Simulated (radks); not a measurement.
# Excited configurations of Mg³⁺

One table from this session's results is given with a row withheld; the runs are named, their logs left out.

Method: Dirac Kohn-Sham, LDA (Slater exchange, Perdew-Wang correlation), spin-unpolarised, spherical densities, finite nucleus; open shells fill j = l - 1/2 first. Code: radks (a radial shooting solver on a logarithmic mesh, Libxc functionals) version 1.

### The atom as given

```
element            : magnesium (Z = 12)
charge             : +3
electrons          : 9
configuration      : [He] 2s2 2p5
nuclear rms radius : 3.057 fm
```

Set-up of the first run:

The run's settings:

```text
Z 12
configuration [He] 2s2 2p5
relativity Dirac
functional lda,pw
spin unpolarised
j_filling energy
nucleus finite rms 3.057 fm
c 137.035999084
```

Among the steps run: Ground configuration: [He] 2s2 2p5.

One table of the session follows, with a row left open; its other results are not shown here.

It belongs to the step «Ground configuration: [He] 2s2 2p5». Sizes of the orbitals, from the radial functions (bohr):

| level | <r> | outermost maximum (interpolated) | 90 % within |
| --- | --- | --- | --- |
| 1s1/2 | 0.1311 | 0.0854 | 0.234 |
| 2s1/2 | 0.6742 | 0.539 | 1.06 |
| 2p1/2 | 0.6405 | 0.462 | 1.08 |
| 2p3/2 | ? | ? | ? |

Q: Estimate the row for 2p3/2 from the others.

**Answer.** <r>: 0.6423; outermost maximum (interpolated): 0.463; 90 % within: 1.08. In the column «<r>» it lies between 2p1/2 (0.6405) and 2s1/2 (0.6742).

Limits of these values: Spin polarisation and multiplet splitting are left out, so open shells lie too high by an amount that depends on their filling.
